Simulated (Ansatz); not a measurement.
# CuF: a single-point run

Wanted: a converged single-point run for CuF, and a check of what comes out. The structure is shown as the input types it. The cell is built on a prototype (CsCl type) and needn't be the phase found in nature.

Program: Ansatz 0.2.0. Level of theory: density functional or hybrid calculation with the settings of its input, plane waves (as first typed). These are calculated values, not measurements.

7 further runs of the same task are left out: 4 for a known fault of the program, 3 that didn't finish.

**1. The system as given**

The structure is cubic, space group Pm-3m (No. 221). The conventional cell has a = 2.738 Å, b = 2.738 Å, c = 2.738 Å, α = 90.00°, β = 90.00°, γ = 90.00°. Around Cu (site symmetry m-3m) lie 8 F at 2.37 Å. Around F (site symmetry m-3m) lie 8 Cu at 2.37 Å.

The input asks for a charge of +1 e on the cell.

Coordinates:

```cif
data_structure
_symmetry_space_group_name_H-M 'Pm-3m'
_symmetry_Int_Tables_number 221
_cell_length_a 2.7385
_cell_length_b 2.7385
_cell_length_c 2.7385
_cell_angle_alpha 90.000
_cell_angle_beta 90.000
_cell_angle_gamma 90.000
_cell_volume 20.54
loop_
_atom_site_label
_atom_site_type_symbol
_atom_site_symmetry_multiplicity
_atom_site_Wyckoff_symbol
_atom_site_fract_x
_atom_site_fract_y
_atom_site_fract_z
_atom_site_occupancy
Cu1 Cu 1 a 0.00000 0.00000 0.00000 1
F1 F 1 b 0.50000 0.50000 0.50000 1
```

**2. Running it**

The input, input.yaml:

```yaml
crystal:
  lattice:
    - [2.7384616615, 0.0, 0.0]
    - [0.0, 2.7384616615, 0.0]
    - [0.0, 0.0, 2.7384616615]
  atoms:
    - { symbol: Cu, position: [0.0, 0.0, 0.0] }
    - { symbol: F, position: [0.5, 0.5, 0.5] }
kpoints:
  mp_grid: { grid: [6, 6, 6] }
hamiltonian:
  xc: pbe
scf:
  occupations: { method: fermi_dirac, width: 0.02 }
  n_extra_bands: 4
  max_iter: 76
output:
  forces: true
  stress: true
  eigenvalues: true
total_charge: 1
```

Launch:

```sh
$ ansatz run input.yaml --threads 4 --pin off --max-ram 3686MiB --backend cpu --events-out ev --progress --plain --runs-dir out
```

Q: Will this input give a usable result? If not, why, and what should change?

The run converged and reported no error. That alone doesn't make the input a sound one.

The suspect setting: total_charge is 1. With this charge the calculation describes a differently charged system.

The test: delete total_charge (the default then holds).
